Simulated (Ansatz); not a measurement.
**C5H8OS: a ladder of functionals and wavefunction methods**

Aim: compute C5H8OS with functionals from several rungs and with coupled cluster, and see how far each lands from CCSD(T) at the basis-set limit for the atomisation energy.

Computed with Ansatz 0.2.0, Gaussian basis. Level: functionals in def2-TZVPP, the program's frozen cores in correlated methods.

The runs, in order: PBE-D4, r2SCAN-D4, PBE0-D4, B3LYP-D4, ωB97X-V, ωB97M-V, B2PLYP; CCSD(T)/def2-TZVPP; MP2/def2-QZVPP; extrapolation to the limit.

### 1 The relaxed structure

All runs share one geometry, relaxed beforehand with PBE0-D4 in a triple-zeta def2 set.

SMILES `O=C1CCSCC1`, 15 atoms, charge 0, spin multiplicity 1.

Atoms are counted from 1 here; the program's logs count them from 0.

Bond lengths: O1–C2 1.206 Å, C2–C3 1.511 Å, C2–C7 1.511 Å, C3–C4 1.526 Å, C3–H8 1.092 Å, C3–H9 1.096 Å, C4–S5 1.801 Å, C4–H10 1.094 Å, C4–H11 1.091 Å, S5–C6 1.801 Å, C6–C7 1.526 Å, C6–H12 1.094 Å, C6–H13 1.091 Å, C7–H14 1.092 Å, C7–H15 1.096 Å. Angles: O1–C2–C3 121.6°, O1–C2–C7 121.6°, C3–C2–C7 116.7°, C2–C3–C4 112.8°, C2–C3–H8 107.8°, C2–C3–H9 108.0°, C4–C3–H8 110.9°, C4–C3–H9 108.8°, H8–C3–H9 108.6°, C3–C4–S5 112.7°, C3–C4–H10 110.6°, C3–C4–H11 110.4°, S5–C4–H10 109.3°, S5–C4–H11 106.2°, H10–C4–H11 107.4°, C4–S5–C6 97.2°, S5–C6–C7 112.7°, S5–C6–H12 109.3° and more.

As a file:

```
O    -0.5902   -2.0704    1.0930
C    -0.2313   -0.9598    0.7889
C     1.2021   -0.6654    0.4132
C     1.3272    0.0409   -0.9331
S     0.4373    1.6056   -0.9839
C    -1.1871    0.9568   -0.5560
C    -1.1915    0.2064    0.7722
H     1.7463   -1.6124    0.4078
H     1.6298   -0.0216    1.1898
H     0.9691   -0.6046   -1.7406
H     2.3717    0.2773   -1.1441
H    -1.5421    0.3102   -1.3640
H    -1.8566    1.8176   -0.5097
H    -2.1881   -0.1793    0.9979
H    -0.8966    0.8986    1.5687
```

### 2 PBE-D4 (GGA)

File in.yaml:

```yaml
crystal:
  periodic: [false, false, false]
  atoms:
    - {symbol: O, position_ang: [-0.590196, -2.070387, 1.093008]}
    - {symbol: C, position_ang: [-0.231297, -0.959850, 0.788894]}
    - {symbol: C, position_ang: [1.202090, -0.665425, 0.413236]}
    - {symbol: C, position_ang: [1.327166, 0.040926, -0.933149]}
    - {symbol: S, position_ang: [0.437302, 1.605599, -0.983911]}
    - {symbol: C, position_ang: [-1.187080, 0.956843, -0.556009]}
    - {symbol: C, position_ang: [-1.191456, 0.206435, 0.772208]}
    - {symbol: H, position_ang: [1.746310, -1.612381, 0.407822]}
    - {symbol: H, position_ang: [1.629811, -0.021634, 1.189777]}
    - {symbol: H, position_ang: [0.969074, -0.604640, -1.740592]}
    - {symbol: H, position_ang: [2.371654, 0.277302, -1.144112]}
    - {symbol: H, position_ang: [-1.542095, 0.310234, -1.363969]}
    - {symbol: H, position_ang: [-1.856611, 1.817609, -0.509746]}
    - {symbol: H, position_ang: [-2.188075, -0.179257, 0.997855]}
    - {symbol: H, position_ang: [-0.896597, 0.898615, 1.568679]}
basis:
  gaussian: {orbitals: def2-TZVPP}
hamiltonian: {xc: pbe, dispersion: d4}
output: {forces: true, orbitals: {seedname: orbitals}}
```

Command:

```console
$ ansatz run in.yaml --threads 2 --pin off --events-out ev --progress --plain --max-ram 32768MiB --backend cuda --devices 0, --max-vram 18GiB
```

Further steps of the session: r2SCAN-D4 (meta-GGA); PBE0-D4 (hybrid); B3LYP-D4 (hybrid); ωB97X-V (range-separated); ωB97M-V (range-separated); B2PLYP (double hybrid); CCSD(T) in def2-TZVPP; MP2 in def2-QZVPP.

**Question.** What will the summary of the whole plan be? Wanted: atomisation energy, CCSD(T)/CBS; farthest; mean size of error, hybrid; mean size of error, range-separated; gap, smallest and largest; T1 diagnostic; triples share of the correlation energy.

**Answer**, as computed:

| quantity | value |
| --- | --- |
| atomisation energy, CCSD(T)/CBS | 6260.1 kJ/mol |
| functionals within 31.3 kJ/mol (0.5 %) | B3LYP-D4, ωB97X-V |
| farthest | PBE-D4 (+201.2 kJ/mol) |
| mean size of error, hybrid | 41.2 kJ/mol |
| mean size of error, range-separated | 32.2 kJ/mol |
| gap, smallest and largest | 3.68 eV (PBE-D4), 10.74 eV (ωB97X-V) |
| T1 diagnostic | 0.0127 |
| triples share of the correlation energy | 4.4 % |

What this shows: PBE-D4 misses by +201.2 kJ/mol. Double hybrids carry the basis error of their MP2 part in triple zeta, and no dispersion term here, so their miss is partly the set-up's. Misses under about 31.3 kJ/mol are within the doubt on the reference itself, which lacks core-valence correlation, relativity and higher excitations. Hartree-Fock recovers 73 % of the binding; the rest is correlation. The gap grows from 3.7 to 10.7 eV across the functionals, mostly with the share of exact exchange.
